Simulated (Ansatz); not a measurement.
A run of Ansatz 0.2.0 is set up as follows.

File input.yaml:

```yaml
crystal:
  lattice:
    - [3.0286, 0.0, 0.0]
    - [0.0, 3.0286, 0.0]
    - [0.0, 0.0, 3.0286]
  atoms:
    - { symbol: Si, position: [0.5, 0.5, 0.5] }
    - { symbol: F, position: [0.0, 0.0, 0.0] }
hamiltonian:
  xc: { exchange: pbe, correlation: pbe, exx: { coeff: 0.25, omega: 0.1 } }
  pseudopotentials: { kind: paw }
kpoints:
  mp_grid: { grid: [5, 5, 5] }
scf:
  occupations: { method: fermi_dirac, width: 0.05 }
output:
  forces: true
  stress: true
  eigenvalues: true
```

Potentials or basis: Ansatz PAW.

Run with:

```console
$ ansatz run input.yaml --threads 2 --pin off --max-ram 5632MiB --backend cpu --events-out ev --progress --plain --runs-dir out
```

Task: What does it give for the band gap on the k mesh?

Result: None (metal or under the smearing width).

Task: What does it give for the pressure?

Result: -2.0 GPa.

Caveat: the k mesh is coarse (spacing up to 0.41 Å⁻¹), so the values aren't converged, least of all with exact exchange; an odd number of electrons without spin polarisation forces a metal; a magnetic or distorted state may lie lower; the PAW data sets come from PBE, with cores solved anew for the run's functional, which leaves a small shift of forces and pressure; the thresholds are loose for stress.
